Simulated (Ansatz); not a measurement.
# RuOF (quartet): wave-function methods side by side, def2-SVP

The task here is to estimate one member of a computed series from the others.

Method: def2-SVP, core rule «outside noble gas», up to 6 orbitals frozen; program: Ansatz 0.2.0, Gaussian basis.

To be run: UHF; CCSD(T) on ROHF; CCSD(T) on UHF; CISD; CCSDT(Q) on ROHF; CCSDT(Q) on UHF; CASSCF and MRCISD+Q, 19 electrons in 13 orbitals; CASSCF and NEVPT4(SD), 19 electrons in 13 orbitals; CASSCF and NEVPT2, 19 electrons in 13 orbitals.

7 further runs of the same task are left out: 4 for a known fault of the program, 3 set aside as unsound or not needed.

## The system

The geometry is a PBE0/def2-TZVP stationary point (not a proven minimum). No spin-orbit coupling is included. Elements past krypton take def2 core potentials.

3 atoms, charge 0, spin multiplicity 4.

Atoms are counted from 1 here; the program's logs count them from 0.

Bond lengths: Ru1–O2 1.662 Å, Ru1–F3 1.860 Å. Angles: O2–Ru1–F3 132.5°.

The first run:

File in.yaml:

```yaml
crystal:
  periodic: [false, false, false]
  atoms:
    - {symbol: Ru, position_ang: [0.000000, -0.178741, -0.071563]}
    - {symbol: O, position_ang: [0.000000, 0.596078, -1.541957]}
    - {symbol: F, position_ang: [0.000000, 0.448904, 1.679262]}
basis:
  gaussian: {orbitals: def2-SVP}
magnetization: {spin_polarized: true, initial_magnetization: 3}
hamiltonian: {xc: hf}
output: {orbitals: {seedname: orbitals}}
```

Command:

```
$ ansatz run in.yaml --threads 1 --pin off --events-out ev --progress --plain --max-ram 4096MiB --backend cpu
```

Among the steps run: UHF; CCSD(T) on ROHF; CCSD(T) on UHF; CISD; CCSDT(Q) on ROHF; CCSDT(Q) on UHF; CASSCF and MRCISD+Q, 19 electrons in 13 orbitals; CASSCF and NEVPT4(SD), 19 electrons in 13 orbitals; CASSCF and NEVPT2, 19 electrons in 13 orbitals.

One table of the session follows, with a row left open; its other results are not shown here.

It belongs to the step «Misses and costs». 

| method | from RCCSDT(Q) (kcal/mol) |
| --- | --- |
| ROHF | +384.19 |
| UHF | +366.39 |
| RMP2 | ? |
| UMP2 | +45.15 |
| RCCSD | +17.88 |
| UCCSD | +15.87 |
| RCCSD(T) | +2.03 |
| UCCSD(T) | +2.11 |
| RCCSDT | +1.03 |
| UCCSDT | -0.24 |
| RCCSDT(Q) | 0 |
| UCCSDT(Q) | -3.36 |
| CASSCF valence | +303.39 |
| NEVPT2 valence | +43.81 |
| NEVPT4(SD) valence | +7.66 |
| MRCISD valence | +36.25 |
| MRCISD+Q valence | +9.00 |

**Question.** Estimate the row for RMP2.

**Answer.** from RCCSDT(Q) (kcal/mol): +7.07. In the column «from RCCSDT(Q) (kcal/mol)» it lies between UCCSD(T) (+2.11) and NEVPT4(SD) valence (+7.66).

Caveats from the session: The determinant is far from a pure spin state, so its energy mixes those of several spin states (harmless only where they are near-degenerate, as at dissociation). Warnings: spin contamination; coupled cluster took another determinant than the lowest; large T1 diagnostic. Restricted and unrestricted rows rest on different reference determinants; where their highest levels disagree by more than a few hundredths of an eV, they describe different states and don't form one ladder.
